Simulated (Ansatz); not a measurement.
**B2O2 (diboron dioxide) at r2SCAN/aug-cc-pVDZ**

Aim: the electronic atomisation energy of B2O2 (diboron dioxide) at r2SCAN/aug-cc-pVDZ, from 3 runs. 

The calculation is run with Ansatz 0.2.0.

47 further runs of the same task are left out: 5 that didn't finish, 42 set aside as unsound or not needed.

### 1 Starting point

B2O2: 4 atoms, total charge 0, spin state singlet. As SMILES, `O=BB=O`. The shape is that of a PBE0-D4/def2-TZVP optimisation.

Bond lengths: O1–B2 1.197 Å, B2–B3 1.640 Å, B3–O4 1.197 Å. Angles: O1–B2–B3 180.0°, B2–B3–O4 180.0°.

### 2 The energy at r2SCAN/aug-cc-pVDZ

in.yaml

```yaml
basis:
  gaussian:
    orbitals: aug-cc-pVDZ
crystal:
  periodic: [false, false, false]
  atoms:
    - symbol: O
      position_ang: [-0.743090, 0.459760, 1.817650]
    - symbol: B
      position_ang: [-0.302300, 0.187070, 0.739120]
    - symbol: B
      position_ang: [0.302150, -0.186920, -0.739220]
    - symbol: O
      position_ang: [0.743230, -0.459920, -1.817550]
hamiltonian:
  xc: r2scan
accuracy: high
output: {orbitals: {seedname: orbitals}}
```

Run with:

```
ansatz run in.yaml --threads 1 --pin off --max-ram 3480MiB --events-out events.jsonl --progress --plain --runs-dir runs
```

The log of the run:

```text
Warning: RAYON_NUM_THREADS=1 ignored (pool sized by the plan → 1); use --threads N
Functional definition: r2SCAN
  name "r2SCAN"
  parameter k0 = 0.174
  parameter k1 = 0.065
  parameter a1 = 4.9479
  exchange = r2scan_x(k0 = k0, k1 = k1, a1 = a1)
  correlation = r2scan_c
1577 factors; integrals over basis functions are off by at most 2.7e-9 eV
mean field evaluation 1: about -5436.3748 eV, gradient 7.5e1 eV
mean field evaluation 2: about -5358.7230 eV, gradient 2.0e2 eV
mean field evaluation 4: about -5446.3222 eV, gradient 6.1e0 eV
mean field evaluation 8: about -5446.4119 eV, gradient 4.5e-2 eV
mean field evaluation 16: about -5446.4119 eV, gradient 1.1e-7 eV
mean field -5446.41189625 eV, -200.1519454768 hartree, gradient 2.5e-8 eV, S^2 0.000000; 0 other end points of the search recorded, 0 dependent functions left out
reference -5446.41189883 eV, -200.1519455716 hartree; 13, 13 occupied and 79, 79 virtual orbitals, 1577 factors
Total energy: -5446.41189883 eV, -200.1519455716 hartree
```

It took 3.9 s on 1 thread of Intel Xeon 6975P-C (Granite Rapids), shared host; peak memory 0.25 GiB.

### 3 The B atom at the same level

run.yaml

```yaml
basis:
  gaussian:
    orbitals: aug-cc-pVDZ
crystal:
  periodic: [false, false, false]
  atoms:
    - {symbol: B, position_ang: [0.000000, 0.000000, 0.000000]}
accuracy: high
magnetization:
  spin_polarized: true
  initial_magnetization: 1
hamiltonian:
  xc: {name: r2SCAN}
```

Run the same way, it converges to -24.63471 Eh (log not shown).

### 4 The O atom, same level

input.yaml

```yaml
crystal:
  periodic: [false, false, false]
  atoms:
    - {symbol: O, position_ang: [0.000000, 0.000000, 0.000000]}
basis:
  gaussian: {orbitals: aug-cc-pVDZ}
magnetization: {spin_polarized: true, initial_magnetization: 2}
hamiltonian: {xc: r2scan}
accuracy: high
```

Run the same way, it converges to -75.03927 Eh (log not shown).

### 5 Summary of results

At r2SCAN/aug-cc-pVDZ:

```
                     quantity          value
       molecule: total energy  -200.15195 Eh
        molecule: HOMO energy       -9.81 eV
        molecule: LUMO energy       -3.18 eV
      molecule: HOMO–LUMO gap        6.63 eV
         B atom: total energy   -24.63471 Eh
                 B atom: ⟨S²⟩          0.757
         O atom: total energy   -75.03927 Eh
                 O atom: ⟨S²⟩          2.005
electronic atomisation energy      21.878 eV
```

What this shows: Taking the molecule apart into free atoms costs 21.88 eV (2111 kJ/mol), before zero-point energy and without spin-orbit coupling.
